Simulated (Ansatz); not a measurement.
**C2H6F2Sn: basis-set convergence**

One table from this session's results is given with a row withheld; the runs are named, their logs left out.

The runs use Ansatz 0.2.0, Gaussian basis; one geometry, several basis sets.

Plan: PBE0-D4/def2-SVP; ωB97M-V/def2-SVP; PBE0-D4/def2-QZVPP; ωB97M-V/def2-QZVPP; the functionals' def2-TZVPP values are taken from earlier runs.

### Structure used throughout

All runs share one geometry, relaxed beforehand with PBE0-D4 in a triple-zeta def2 set. Sn takes the def2 core potential; no spin-orbit term is included.

SMILES `C[CH2][SnH]([F])[F]`, 11 atoms, charge 0, spin multiplicity 1.

Atoms are counted from 1 here; the program's logs count them from 0.

Bond lengths: C1–C2 1.523 Å, C1–H6 1.092 Å, C1–H7 1.093 Å, C1–H8 1.092 Å, C2–Sn3 2.125 Å, C2–H9 1.092 Å, C2–H10 1.092 Å, Sn3–F4 1.919 Å, Sn3–F5 1.919 Å, Sn3–H11 1.699 Å. Angles: C2–C1–H6 111.6°, C2–C1–H7 110.4°, C2–C1–H8 111.6°, H6–C1–H7 107.7°, H6–C1–H8 107.7°, H7–C1–H8 107.7°, C1–C2–Sn3 111.2°, C1–C2–H9 111.9°, C1–C2–H10 111.9°, Sn3–C2–H9 107.1°, Sn3–C2–H10 107.1°, H9–C2–H10 107.4°, C2–Sn3–F4 105.9°, C2–Sn3–F5 106.0°, C2–Sn3–H11 127.7°, F4–Sn3–F5 102.6°, F4–Sn3–H11 106.0°, F5–Sn3–H11 106.0°.

Set-up of the first run:

in.yaml reads:

```yaml
crystal:
  periodic: [false, false, false]
  atoms:
    - {symbol: C, position_ang: [-1.418605, 0.346049, 0.127903]}
    - {symbol: C, position_ang: [-0.418330, -0.772153, -0.133204]}
    - {symbol: Sn, position_ang: [1.578511, -0.047848, -0.068844]}
    - {symbol: F, position_ang: [1.649064, 1.414054, -1.310276]}
    - {symbol: F, position_ang: [1.765889, 0.832443, 1.626214]}
    - {symbol: H, position_ang: [-1.336475, 1.139689, -0.617039]}
    - {symbol: H, position_ang: [-2.440447, -0.040680, 0.091529]}
    - {symbol: H, position_ang: [-1.268367, 0.797239, 1.110452]}
    - {symbol: H, position_ang: [-0.494983, -1.569115, 0.610083]}
    - {symbol: H, position_ang: [-0.563296, -1.227165, -1.115774]}
    - {symbol: H, position_ang: [3.012541, -0.929511, -0.300444]}
basis:
  gaussian: {orbitals: def2-SVP}
hamiltonian: {xc: pbe0, dispersion: d4}
output: {orbitals: {seedname: orbitals}}
```

Launch:

```sh
> ansatz run in.yaml --threads 2 --pin off --events-out ev --progress --plain --max-ram 32768MiB --backend cpu
```

Steps of the session up to this table: PBE0-D4 in def2-SVP; ωB97M-V in def2-SVP; PBE0-D4 in def2-QZVPP; ωB97M-V in def2-QZVPP.

One of the session's tables, all rows but one given; the rest of the session is left out.

It belongs to the step «Density functionals: the series». 

| functional | basis | HOMO (eV) |
| --- | --- | --- |
| PBE0-D4 | def2-SVP | -8.58 |
| PBE0-D4 | def2-TZVPP | -8.65 |
| PBE0-D4 | def2-QZVPP | -8.66 |
| ωB97M-V | def2-SVP | ? |
| ωB97M-V | def2-TZVPP | -10.81 |
| ωB97M-V | def2-QZVPP | -10.82 |

Q: Estimate the row for ωB97M-V, def2-SVP from the others.

As computed: HOMO (eV): -10.72. In the column «HOMO (eV)» it lies between ωB97M-V, def2-TZVPP (-10.81) and PBE0-D4, def2-QZVPP (-8.66).
